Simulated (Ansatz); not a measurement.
# CH7BFNOSi: the cost of one run

Program: Ansatz 0.2.0. Level of theory: UKS PBE0-D4/STO-3G. These are calculated values, not measurements.

**1. The starting structure**

Bond lengths: B1–C2 1.622 Å, C2–F3 1.381 Å, C2–Si4 1.928 Å, Si4–N5 1.733 Å, Si4–O6 1.713 Å, B1–H7 1.189 Å, B1–H8 1.130 Å, C2–H9 1.106 Å, Si4–H10 1.521 Å, N5–H11 1.003 Å, N5–H12 1.050 Å, O6–H13 1.039 Å. Angles (14 of 19 angles, heavy atoms first): B1–C2–F3 108.8°, B1–C2–Si4 109.3°, F3–C2–Si4 108.9°, C2–Si4–N5 110.0°, C2–Si4–O6 107.9°, N5–Si4–O6 112.9°, B1–C2–H9 110.9°, F3–C2–H9 110.3°, Si4–C2–H9 108.6°, C2–B1–H7 116.5°, C2–B1–H8 119.6°, C2–Si4–H10 105.8°, N5–Si4–H10 111.2°, O6–Si4–H10 108.6°.

Structure file:

```xyz
13

B    -1.0334   -1.6166    0.3108
C    -0.8341   -0.2919   -0.6032
F    -0.3182   -0.6687   -1.8276
Si    0.4141    0.8967    0.2611
N     1.9436    0.1078    0.4613
O     0.5178    2.3258   -0.6780
H    -1.5417   -1.4556    1.3736
H    -0.7521   -2.6287   -0.1046
H    -1.7929    0.2421   -0.7394
H    -0.2074    1.2426    1.6054
H     2.2385   -0.2150   -0.4419
H     1.8146   -0.7283    1.0828
H    -0.4285    2.7548   -0.6857
```

**2. Preparing the start**

File input.yaml:

```yaml
crystal:
  periodic: [false, false, false]
  atoms:
    - { symbol: B, position_ang: [-1.0334, -1.6166, 0.3108] }
    - { symbol: C, position_ang: [-0.8341, -0.2919, -0.6032] }
    - { symbol: F, position_ang: [-0.3182, -0.6687, -1.8276] }
    - { symbol: Si, position_ang: [0.4141, 0.8967, 0.2611] }
    - { symbol: "N", position_ang: [1.9436, 0.1078, 0.4613] }
    - { symbol: O, position_ang: [0.5178, 2.3258, -0.678] }
    - { symbol: H, position_ang: [-1.5417, -1.4556, 1.3736] }
    - { symbol: H, position_ang: [-0.7521, -2.6287, -0.1046] }
    - { symbol: H, position_ang: [-1.7929, 0.2421, -0.7394] }
    - { symbol: H, position_ang: [-0.2074, 1.2426, 1.6054] }
    - { symbol: H, position_ang: [2.2385, -0.215, -0.4419] }
    - { symbol: H, position_ang: [1.8146, -0.7283, 1.0828] }
    - { symbol: H, position_ang: [-0.4285, 2.7548, -0.6857] }
magnetization:
  spin_polarized: true
basis:
  gaussian: { orbitals: STO-3G }
hamiltonian:
  xc: pbe0
  dispersion: d4
relax:
  f_tol: 0.02
  max_steps: 40
```

Run with:

```console
$ ansatz run input.yaml --threads 1 --pin off --max-ram 2048MiB --backend cpu --events-out ev --progress --plain --runs-dir out
```

Q: Estimate wall time and peak memory on 1 thread of Intel Xeon 6975P-C (Granite Rapids), shared host.

About 2.3 min, with a peak of 0.27 GiB.
